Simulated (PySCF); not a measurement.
**InGe: from the state search to spectroscopic constants**

Aim: find the lowest electronic state of InGe, scan its bond at several levels of theory, and get bond length, wavenumber and dissociation energy from each curve.

The runs use PySCF 2.14.0; In def2-SVP with ECP28, Ge def2-SVP, scalar-relativistic core potentials.

### Step 1. Set-up

The job is set up so:

* atoms: In, Ge
* charge: 0
* basis: In def2-SVP with ECP28, Ge def2-SVP
* Hamiltonian: scalar-relativistic core potentials
* basis functions: 58
* electrons treated: 53
* masses in u: 114.9039, 73.9212
* levels: PBE0, PBE, r²SCAN, M06-L, M06-2X, BP86, HF, MP2, SCS-MP2, CCSD, CCSD(T)
* grid: 80 radial by 434 angular points
* occupations: held fixed by the projection of orbital angular momentum
* dissociation limit: In + Ge, each in its ground configuration
* starting distance in angstrom: 2.550
* values of 2S to try: 1, 3

Run with:

```console
> OMP_NUM_THREADS=1 python dia.py task.json out
```

The runs that follow: First curve: PBE0; Excited determinants; PBE (GGA); r²SCAN (meta-GGA); M06-L (meta-GGA); M06-2X (hybrid meta-GGA); BP86 (GGA); UHF; MP2 and coupled cluster.

**Question.** What will these runs give? Wanted: for each run, Re; ωe; De; μ.

As calculated:

Lowest PBE0 solution found, without spin–orbit coupling: ⁴Σ⁻ (quartet), unpaired electrons σ ↑, π ↑↑. State 2 has its PBE0 minimum 0.38 eV higher, as a spin-mixed determinant (⟨S²⟩ = 1.77), so this is no gap between pure states. State 3 has its PBE0 minimum 0.42 eV higher, as a spin-mixed determinant (⟨S²⟩ = 1.76), so this is no gap between pure states. State 4 has its PBE0 minimum 0.85 eV higher. The other levels ran on the lowest alone.

| level | Re (Å) | ωe (cm⁻¹) | De (eV) | μ (D) |
| --- | --- | --- | --- | --- |
| UHF | 2.749 | 167.7 | 1.37 | -2.95 |
| UHF-MP2 | 2.668 | 189.0 | 2.02 | n/a |
| UHF-SCS-MP2 | 2.679 | 185.2 | 1.80 | n/a |
| UHF-CCSD | 2.694 | 182.8 | 1.88 | n/a |
| UHF-CCSD(T) | 2.689 | 184.0 | 1.97 | n/a |
| PBE | 2.695 | 173.3 | 2.37 | -1.64 |
| BP86 | 2.696 | 172.2 | 2.33 | -1.61 |
| r²SCAN | 2.658 | 181.9 | 2.38 | -1.86 |
| M06-L | 2.689 | 177.1 | 2.33 | -1.94 |
| PBE0 | 2.668 | 182.0 | 2.24 | -1.95 |
| M06-2X | 2.708 | 179.0 | 2.06 | -2.38 |

De is counted to In + Ge in their ground configurations. A positive dipole means In(−)Ge(+).

Differences from CCSD(T) in the same basis:

| level | Re (mÅ) | ωe (%) |
| --- | --- | --- |
| UHF | +60 | -8.9 |
| UHF-MP2 | -22 | +2.7 |
| UHF-SCS-MP2 | -11 | +0.7 |
| UHF-CCSD | +5 | -0.7 |
| PBE | +5 | -5.8 |
| BP86 | +6 | -6.4 |
| r²SCAN | -31 | -1.2 |
| M06-L | 0 | -3.7 |
| PBE0 | -21 | -1.1 |
| M06-2X | +18 | -2.7 |

Against CCSD(T) in the same basis, the bond length is nearest at M06-L (0 mÅ) and farthest at UHF (+60 mÅ); the wavenumber is nearest at UHF-SCS-MP2 and UHF-CCSD (0.7 % off) and farthest at UHF (-8.9 %). CCSD(T) in a basis this small is itself some way from its limit, more so than the functionals. Of the levels with a De here, UHF gives the least (1.37 eV) and r²SCAN the most (2.38 eV).

Correlated steps freeze 13 core orbitals. These are scalar-relativistic numbers at best; spin–orbit coupling would shift them, the dissociation energy most.
